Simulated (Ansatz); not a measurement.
# CH₅InS (built from SMILES [CH3][InH][SH]): a barrier at many levels of theory

How high is the barrier of this step (S2–H3 formed, In1–S2 broken, In1–H3 broken), and how far do cheaper methods land from CCSD(T)?

Program: Ansatz 0.2.0, Gaussian basis. Level of theory: single points in def2-TZVPP on PBE0-D4/def2-TZVP structures. These are calculated values, not measurements.

Levels: SPW92, PBE-D4, BLYP-D4, r2SCAN-D4, B97M-V, PBE0-D4, B3LYP-D4, r2SCAN0-D4, BHLYP-D4, CAM-B3LYP-D4, wB97X-V, wB97M-V, B2PLYP, PBE-QIDH, RPA on PBE, Hartree-Fock, MP2, CCSD, CCSD(T). The reference is CCSD(T) at the basis limit, from triple and quadruple zeta. Zero-point energies come from PBE0-D4 vibrations.

Correlated methods freeze the cores. Filled d shells of the heavier atoms are correlated. Core potentials replace the inner electrons past krypton, and spin-orbit coupling is left out. B3LYP uses VWN-RPA correlation. B2PLYP carries no dispersion term here.

42 further runs of the same task are left out: 42 set aside as unsound or not needed. Runs told in other sessions of the task aren't counted.

### 1 Start, saddle and end, as given

Charge 0, multiplicity 1. The folders r, ts and p hold the start, the saddle and the end; their coordinates stand in the first inputs.

```tsv
pair	r (Å)	ts (Å)	p (Å)
S2–H3	3.496	1.921	1.342
In1–S2	2.401	2.753	3.197
In1–H3	1.717	1.767	3.709
```

### 2 SPW92/def2-TZVPP

Contents of r/in.yaml:

```yaml
crystal:
  periodic: [false, false, false]
  atoms:
    - {symbol: In, position_ang: [-0.296046, -0.147155, -0.675321]}
    - {symbol: S, position_ang: [1.936803, 0.036233, -1.538061]}
    - {symbol: H, position_ang: [-1.503334, -0.506832, -1.842263]}
    - {symbol: C, position_ang: [-0.424143, 0.168081, 1.438104]}
    - {symbol: H, position_ang: [1.581636, -0.218132, -2.807552]}
    - {symbol: H, position_ang: [0.130293, -0.618282, 1.953123]}
    - {symbol: H, position_ang: [0.032688, 1.126256, 1.689831]}
    - {symbol: H, position_ang: [-1.457796, 0.159830, 1.782140]}
basis:
  gaussian: {orbitals: def2-TZVPP}
hamiltonian: {xc: lda}
```

Contents of ts/in.yaml:

```yaml
crystal:
  periodic: [false, false, false]
  atoms:
    - {symbol: In, position_ang: [-0.867333, -0.212070, -0.544358]}
    - {symbol: S, position_ang: [1.502797, -0.658597, -1.872047]}
    - {symbol: H, position_ang: [-0.394513, -0.778615, -2.150202]}
    - {symbol: C, position_ang: [-0.454801, 0.233201, 1.518448]}
    - {symbol: H, position_ang: [1.314431, 0.492499, -2.537656]}
    - {symbol: H, position_ang: [0.116054, -0.594600, 1.944108]}
    - {symbol: H, position_ang: [0.156588, 1.136822, 1.556514]}
    - {symbol: H, position_ang: [-1.373124, 0.381360, 2.085191]}
basis:
  gaussian: {orbitals: def2-TZVPP}
hamiltonian: {xc: lda}
```

Contents of p/in.yaml:

```yaml
crystal:
  periodic: [false, false, false]
  atoms:
    - {symbol: In, position_ang: [-1.910098, -0.431321, -0.216501]}
    - {symbol: S, position_ang: [0.868894, -0.970072, -1.703238]}
    - {symbol: H, position_ang: [0.626086, -0.464404, -2.922301]}
    - {symbol: C, position_ang: [-0.431833, 0.315812, 1.316912]}
    - {symbol: H, position_ang: [1.372317, 0.185633, -1.242509]}
    - {symbol: H, position_ang: [0.345146, -0.423689, 1.541914]}
    - {symbol: H, position_ang: [0.066689, 1.228695, 0.968279]}
    - {symbol: H, position_ang: [-0.937100, 0.559347, 2.257444]}
basis:
  gaussian: {orbitals: def2-TZVPP}
hamiltonian: {xc: lda}
```

The same command starts each run, in its folder.

On the command line:

```console
$ ansatz run in.yaml --threads 4 --pin off --events-out ev --progress --plain --max-ram 9574MiB
```

Further steps of the session: PBE-D4/def2-TZVPP; BLYP-D4/def2-TZVPP; r2SCAN-D4/def2-TZVPP; B97M-V/def2-TZVPP; PBE0-D4/def2-TZVPP; B3LYP-D4/def2-TZVPP; r2SCAN0-D4/def2-TZVPP; BHLYP-D4/def2-TZVPP; CAM-B3LYP-D4/def2-TZVPP; wB97X-V/def2-TZVPP; wB97M-V/def2-TZVPP; B2PLYP/def2-TZVPP; PBE-QIDH/def2-TZVPP; RPA on PBE/def2-TZVPP; CCSD(T)/def2-TZVPP; MP2/def2-QZVPP; SPW92/def2-SVP; PBE-D4/def2-SVP; PBE0-D4/def2-SVP; wB97M-V/def2-SVP; CCSD(T)/def2-SVP; Vibrations of the start structure; Vibrations of the end structure.

Before running it: what results should come out? Wanted: barrier, CCSD(T)/CBS; reverse barrier, CCSD(T)/CBS; step energy, CCSD(T)/CBS; barrier with zero-point energy; step energy with zero-point energy; imaginary mode at the saddle; largest T1 diagnostic.

As calculated:

```
                          quantity           value
              barrier, CCSD(T)/CBS   45.6 kcal/mol
      reverse barrier, CCSD(T)/CBS   28.1 kcal/mol
          step energy, CCSD(T)/CBS  +17.5 kcal/mol
    barrier with zero-point energy   44.3 kcal/mol
step energy with zero-point energy  +17.4 kcal/mol
      imaginary mode at the saddle       961i cm⁻¹
             largest T1 diagnostic           0.018
```

r2SCAN0-D4 is the best functional here (+0.3 kcal/mol from CCSD(T)/CBS); SPW92 is the worst (-10.3 kcal/mol). By rung, the mean size of the error is: LDA 10.3, GGA 9.6, meta-GGA 3.3, hybrid 2.7, range-separated hybrid 4.3, double hybrid 2.3 kcal/mol. The double hybrids carry no dispersion term here, unlike the levels marked D4 or V. PBE-D4 gives a barrier 9.3 kcal/mol too low, outside chemical accuracy (1 kcal/mol). Every functional without exact exchange puts the barrier too low, the usual mark of self-interaction error, which favours the spread-out density of a saddle. The barrier rises with the share of exact exchange, from BLYP-D4 through B3LYP-D4 to BHLYP-D4 (-10.0, -4.0, +4.6 kcal/mol). Hartree-Fock, with no correlation, is off by +17.2 kcal/mol. Zero-point motion lowers the barrier by 1.3 kcal/mol. The restricted Hartree–Fock reference is unstable towards an unrestricted one at one or more of these structures.
